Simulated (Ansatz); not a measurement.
# AlBrH₂S₂: up Jacob's ladder to CCSD(T)

One table from this session's results is given with a row withheld; the runs are named, their logs left out.

The runs use Ansatz 0.2.0, Gaussian basis; functionals in def2-TZVPP, the program's frozen cores in correlated methods.

Levels to be run: LDA (SPW92), PBE-D4, revPBE-D4, BLYP-D4, r2SCAN-D4, B97M-V, PBE0-D4, B3LYP-D4, r2SCANh-D4, r2SCAN0-D4, HSE06-D4, BHLYP-D4, CAM-B3LYP-D4, LC-ωPBE, ωB97X-V, ωB97M-V, B2PLYP, PBE-QIDH; CCSD(T)/def2-SVP; CCSD(T)/def2-TZVPP; MP2/def2-QZVPP; extrapolation to the limit; RPA on PBE.

**Structure used throughout**

The geometry comes from an earlier relaxation with PBE0-D4 in a triple-zeta def2 set; it is a stationary point.

6 atoms, charge 0, spin multiplicity 1.

Atoms are counted from 1 here; the program's logs count them from 0.

Bond lengths: S1–Al2 2.170 Å, S1–H5 1.345 Å, Al2–S3 2.170 Å, Al2–Br4 2.242 Å, S3–H6 1.345 Å. Angles: Al2–S1–H5 93.5°, S1–Al2–S3 125.0°, S1–Al2–Br4 117.5°, S3–Al2–Br4 117.5°, Al2–S3–H6 93.5°.

Geometry (Å):

```xyz
6
charge 0, multiplicity 1
S    -0.44634    1.32175   -1.35368
Al    0.03145   -0.57910   -0.42256
S     0.43970   -0.86167    1.68979
Br    0.10926   -2.38864   -1.74343
H    -0.37486    2.00181   -0.19605
H     0.28290    0.44175    1.97994
```

The first run:

The input, in.yaml:

```yaml
crystal:
  periodic: [false, false, false]
  atoms:
    - {symbol: S, position_ang: [-0.446345, 1.321751, -1.353680]}
    - {symbol: Al, position_ang: [0.031451, -0.579098, -0.422563]}
    - {symbol: S, position_ang: [0.439701, -0.861673, 1.689790]}
    - {symbol: Br, position_ang: [0.109260, -2.388641, -1.743432]}
    - {symbol: H, position_ang: [-0.374863, 2.001808, -0.196052]}
    - {symbol: H, position_ang: [0.282896, 0.441754, 1.979936]}
basis:
  gaussian: {orbitals: def2-TZVPP}
hamiltonian: {xc: lda}
output: {orbitals: {seedname: orbitals}}
```

Among the steps run: LDA; PBE-D4 (GGA); revPBE-D4 (GGA); BLYP-D4 (GGA); r2SCAN-D4 (meta-GGA); B97M-V (meta-GGA); PBE0-D4 (hybrid); B3LYP-D4 (hybrid); r2SCANh-D4 (hybrid); r2SCAN0-D4 (hybrid); HSE06-D4 (hybrid); BHLYP-D4 (hybrid); CAM-B3LYP-D4 (range-separated); LC-ωPBE-D4 (range-separated; the results give it without D4); ωB97X-V (range-separated); ωB97M-V (range-separated); B2PLYP (double hybrid); PBE-QIDH (double hybrid).

One of the session's tables, all rows but one given; the rest of the session is left out.

It belongs to the step «Orbital energies across the functionals». 

```
  functional  HOMO (eV)  gap (eV)
 LDA (SPW92)      -6.86      4.86
      PBE-D4      -6.72      5.00
   revPBE-D4      -6.67      5.08
     BLYP-D4      -6.53      4.91
   r2SCAN-D4      -7.03      5.68
      B97M-V          ?         ?
     PBE0-D4      -7.95      7.04
    B3LYP-D4      -7.67      6.53
  r2SCANh-D4      -7.48      6.38
  r2SCAN0-D4      -8.15      7.42
    HSE06-D4      -7.55      6.28
    BHLYP-D4      -8.99      8.93
CAM-B3LYP-D4      -9.24      9.29
     LC-ωPBE     -10.70     11.80
     ωB97X-V     -10.30     11.34
     ωB97M-V     -10.11     10.89
```

Estimate the missing values for B97M-V.

The run gave: HOMO (eV): -7.07; gap (eV): 5.72. In the column «HOMO (eV)» it lies between r2SCANh-D4 (-7.48) and r2SCAN-D4 (-7.03).
